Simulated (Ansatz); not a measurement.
# AlHCl2 + HCl: a complex and its separated parts

Aim: how far the complex at one end of a reaction step lies below its separated, relaxed parts, level by level.

Method: PBE0-D4/def2-TZVP structures, single points in def2-TZVPP, no counterpoise correction; program: Ansatz 0.2.0, Gaussian basis.

Levels: SPW92, PBE-D4, BLYP-D4, r2SCAN-D4, B97M-V, PBE0-D4, B3LYP-D4, r2SCAN0-D4, BHLYP-D4, CAM-B3LYP-D4, wB97X-V, wB97M-V, B2PLYP, PBE-QIDH, RPA on PBE, Hartree-Fock, MP2, CCSD, CCSD(T).

Cores are frozen in the correlated methods. B3LYP uses VWN-RPA correlation. B2PLYP carries no dispersion term here.

21 further runs of the same task are left out: 21 set aside as unsound or not needed.

### Step 1. Starting geometry

The complex: 6 atoms, charge 0, spin multiplicity 1.

Atoms are counted from 1 here; the program's logs count them from 0.

Bond lengths: Al1–Cl2 2.605 Å, Al1–Cl3 2.099 Å, Al1–Cl4 2.099 Å, Al1–H6 1.571 Å, Cl2–H5 1.285 Å. Angles: Cl2–Al1–Cl3 98.4°, Cl2–Al1–Cl4 98.4°, Cl2–Al1–H6 92.4°, Cl3–Al1–Cl4 116.7°, Cl3–Al1–H6 119.8°, Cl4–Al1–H6 119.8°, Al1–Cl2–H5 92.9°.

As a file:

```mol
AlCl3H2
  3D, bonds by distance, orders not assigned

  6  5  0  0  0  0  0  0  0  0999 V2000
   -0.1192   -0.7280    0.2405 Al  0  0
    0.6241    1.5674   -0.7424 Cl  0  0
   -0.2643   -1.7991   -1.5582 Cl  0  0
    1.5658   -1.1113    1.4313 Cl  0  0
   -0.3971    2.1791   -0.2588 H   0  0
   -1.4093   -0.1084    0.8877 H   0  0
  1  2  8  0
  1  3  8  0
  1  4  8  0
  1  6  8  0
  2  5  8  0
M  END
```

Its parts: AlHCl2 holds atoms 1, 3, 4, 6; HCl holds atoms 2, 5. Each part counts its atoms afresh in its own runs.

### Step 2. Relaxing AlHCl2 alone

Input file relax-a/in.yaml:

```yaml
crystal:
  periodic: [false, false, false]
  atoms:
    - {symbol: Al, position_ang: [-0.119151, -0.727972, 0.240533]}
    - {symbol: Cl, position_ang: [-0.264325, -1.799060, -1.558217]}
    - {symbol: Cl, position_ang: [1.565784, -1.111261, 1.431286]}
    - {symbol: H, position_ang: [-1.409276, -0.108369, 0.887726]}
basis:
  gaussian: {orbitals: def2-TZVP}
hamiltonian: {xc: pbe0, dispersion: d4}
relax: {f_tol: 0.005, max_steps: 200}
```

No record of the launch command was kept for these runs.

After this run come: Relaxing HCl alone; wB97M-V/def2-TZVPP; CCSD(T)/def2-TZVPP; Vibrations of AlHCl2; Vibrations of HCl.

What does the calculation give? Wanted: complex less parts, CCSD(T)/def2-TZVPP; with zero-point energy; largest T1 diagnostic.

The runs gave:

| quantity | value |
| --- | --- |
| complex less parts, CCSD(T)/def2-TZVPP | -6.5 kcal/mol |
| with zero-point energy | -5.3 kcal/mol |
| largest T1 diagnostic | 0.008 |

In words: At CCSD(T) the complex lies 6.5 kcal/mol below its parts. B3LYP-D4 is the best functional here (-0.2 kcal/mol from CCSD(T)); SPW92 is the worst (-4.9 kcal/mol). BLYP-D4 is as near within the digits shown. By rung, the mean size of the error is: LDA 4.9, GGA 0.9, meta-GGA 0.9, hybrid 1.0, range-separated hybrid 1.0, double hybrid 1.0 kcal/mol. PBE-D4 gives a relative energy 1.5 kcal/mol too low, outside chemical accuracy (1 kcal/mol). The complex's frequency run has imaginary modes: the structure is no minimum, so both the energy and the zero-point correction are in doubt. No counterpoise was applied, and triple zeta lacks some correlation, so the CCSD(T) reference has a basis error of its own, and close matches with it are partly luck.
